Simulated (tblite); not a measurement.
# C2H3BCl2O: the cost of one run

Computed with tblite 0.8.0 and PySCF 2.14.0, with density-fitted response routines of our own, on a single molecule in the gas phase. Atoms are numbered from 0 throughout.

### Step 1. Starting geometry

9 atoms, charge 0, multiplicity 1; geometry from: force field or distance geometry start.

Bonds of the start (Å): O0–C1 1.23, C1–C2 1.49, C2–B3 1.60, B3–Cl4 1.86, B3–Cl5 1.86, C1–H6 1.11, C2–H7 1.11, C2–H8 1.11.

### Step 2. Geometry optimisation with GFN2-xTB

What the job is given:

```
{"job": {"kind": "relax", "xc": "GFN2-xTB", "basis": "xTB"}, "charge": 0, "multiplicity": 1}
O     -0.978700     1.717500    -0.394100
C     -0.834100     0.739700     0.337200
C     -0.461900    -0.564300    -0.289100
B      1.136800    -0.569700    -0.297100
Cl     1.897900    -1.033200     1.341000
Cl     1.919000     0.852900    -1.195700
H     -0.953900     0.840700     1.436700
H     -0.862400    -1.365200     0.361000
H     -0.849100    -0.612200    -1.324900
```

On the command line:

```sh
> OMP_NUM_THREADS=1 python probes_run.py task.json out
```

The driver reads the jobs from task.json and runs them one after another.

**Question.** How long does this first job take on 1 thread of Intel Xeon at 2.50GHz, shared host, and how much memory does it need?

About 1.3 s, with a peak of 0.18 GiB.
